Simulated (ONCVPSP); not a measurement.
# F: the cost of one run

Method: ONCVPSP 4.0.1.1 (patched build), LDA (Perdew-Wang 92), scalar-relativistic.

**1. The atom and the settings**

Typed settings, in words:

| Quantity | Value |
| --- | --- |
| element | fluorine (F, Z = 9) |
| type | optimised norm-conserving Vanderbilt (ONCV) |
| frozen core | [He] |
| valence charge | 7 |
| reference configuration | 2s2 2p5 |
| partial waves | 2s: rc 0.60 bohr, ncon 4, nbas 8, qcut 12.6 1/bohr, 2 projectors, debl 1.8 Ha; 2p: rc 1.65 bohr, ncon 4, nbas 7, qcut 9.3 1/bohr, 3 projectors, debl 2.6 Ha; d scattering state at 0.06 Ha: rc 1.80 bohr, ncon 4, nbas 8, qcut 4.8 1/bohr, 2 projectors, debl 0.5 Ha |
| local potential | polynomial inside 0.45 bohr (lpopt 5, dvloc0 6 Ha) |
| core correction | Teter function, fcfact 5.25, rcfact 1.3 |

The outer shells as boxes (Hund's rule for the drawing; the calculation is spin-unpolarised):

```
[He] core
2s [↑↓]
2p [↑↓][↑↓][↑ ]
```

**2. Generating the potential**

The input, F.dat:

```
# ATOM AND REFERENCE CONFIGURATION
# atsym  z   nc   nv     iexc    psfile
  F 9.00    1    2  -001012      upf
#
#   n    l    f
    1    0    2.00
    2    0    2.00
    2    1    5.00
#
# PSEUDOPOTENTIAL AND OPTIMIZATION
# lmax
    2
#
#   l,   rc,      ep,       ncon, nbas, qcut
    0    0.60    0.00    4    8   12.60
    1    1.65    0.00    4    7    9.30
    2    1.80    0.06    4    8    4.80
#
# LOCAL POTENTIAL
# lloc, lpopt,  rc(5),   dvloc0
    4    5    0.45    6.00
#
# VANDERBILT-KLEINMAN-BYLANDER PROJECTORs
# l, nproj, debl
    0    2    1.80
    1    3    2.60
    2    2    0.50
#
# MODEL CORE CHARGE
# icmod, fcfact, rcfact
    3    5.25    1.30
#
# LOG DERIVATIVE ANALYSIS
# epsh1, epsh2, depsh
   -3.00    5.00    0.02
#
# OUTPUT GRID
# rlmax, drl
    6.00    0.01
#
# TEST CONFIGURATIONS
# ncnf
    4
# nvcnf
#   n    l    f
    2
    2    0    2.00
    2    1    4.00
#
    2
    2    0    2.00
    2    1    3.00
#
    2
    2    0    2.00
    2    1    2.00
#
    2
    2    0    1.00
    2    1    6.00
#
```

The run is started by

```bash
oncvpsp.x < F.dat > F.out
```

**Question.** How long does this run take on 1 thread of Neoverse-N1, shared host?

About 4.9 s.
